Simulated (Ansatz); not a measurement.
**SiC2F: one candidate of a structure search**

Where does this trial cell of SiC2F go when cell and atoms are let free?

Computed with Ansatz 0.2.0 (DFT PBE, scalar-relativistic, plane waves, PAW, unless a step's input says otherwise).

### Step 1. Starting point

Symmetry: P6/mmm, No. 191, hexagonal system. The conventional cell has a = 4.728 Å, b = 4.728 Å, c = 3.101 Å, α = 90.00°, β = 90.00°, γ = 120.00°. Si (site symmetry 6/mmm) has 2 F at 1.55 Å as nearest neighbours. Around C (site symmetry -6m2) lie 3 Si at 2.73 Å and 5 C at 2.73 to 3.10 Å. Around F (site symmetry 6/mmm) lie 2 Si at 1.55 Å.

As a file:

```cif
data_structure
_symmetry_space_group_name_H-M 'P6/mmm'
_symmetry_Int_Tables_number 191
_cell_length_a 4.7278
_cell_length_b 4.7278
_cell_length_c 3.1008
_cell_angle_alpha 90.000
_cell_angle_beta 90.000
_cell_angle_gamma 120.000
_cell_volume 60.02
loop_
_atom_site_label
_atom_site_type_symbol
_atom_site_symmetry_multiplicity
_atom_site_Wyckoff_symbol
_atom_site_fract_x
_atom_site_fract_y
_atom_site_fract_z
_atom_site_occupancy
Si1 Si 1 b 0.00000 0.00000 0.50000 1
C1 C 2 d 0.33333 0.66667 0.50000 1
F1 F 1 a 0.00000 0.00000 0.00000 1
```

The cell is invented: random cell by space group and Wyckoff sites (P6/mmm, No. 191). Lengths come from tabulated atomic sizes and are only a guess.

### Step 2. A first look at the guess

input.yaml

```yaml
crystal:
  lattice:
    - [4.7277855, 0.0, 0.0]
    - [-2.36389275, 4.09438235, 0.0]
    - [0.0, 0.0, 3.10082301]
  atoms:
    - { symbol: Si, position: [0.0, 0.0, 0.5] }
    - { symbol: C, position: [0.33333333, 0.66666667, 0.5] }
    - { symbol: C, position: [0.66666667, 0.33333333, 0.5] }
    - { symbol: F, position: [0.0, 0.0, 0.0] }
basis:
  ecutwfc: 420
kpoints:
  mp_grid: { grid: [6, 6, 6] }
hamiltonian:
  xc: pbe
scf:
  occupations: { method: gaussian, width: 0.1 }
  lower_state_search: "off"
output:
  forces: true
  stress: true
  eigenvalues: true
```

Started as:

```sh
$ ansatz run input.yaml --threads 1 --pin off --max-ram 2560MiB --backend cpu --events-out ev --progress --plain --runs-dir out
```

Further runs follow: spin check on a coarse mesh; a loose first relaxation; final relaxation.

Q: Predict the outcome of this session. Wanted: conventional cell; volume; energy over the elements; gap on the mesh.

As calculated:

| quantity | value |
| --- | --- |
| symmetry at the end (tolerance 0.05 Å) | space group P6/mmm (No. 191) |
| conventional cell | a = 3.520 Å, b = 3.520 Å, c = 3.833 Å, α = 90.00°, β = 90.00°, γ = 120.00° |
| volume | 10.28 Å³/atom |
| energy over the elements (uncorrected; H, N, O, F and Cl as molecules) | +1.13 eV/atom |
| gap on the mesh | none (metal) |

**Reading.** The space group P6/mmm (No. 191) is kept, and the volume per atom shrinks by 31.5 % from the first guess. The formation energy is positive, so the separate elements lie lower. No finished test with a distortion of lower symmetry is shown, so the end may be a saddle point. A spin-polarised run here lost its starting moments, which speaks against magnetism, though one start doesn't rule it out. Other magnetic orders were not searched.
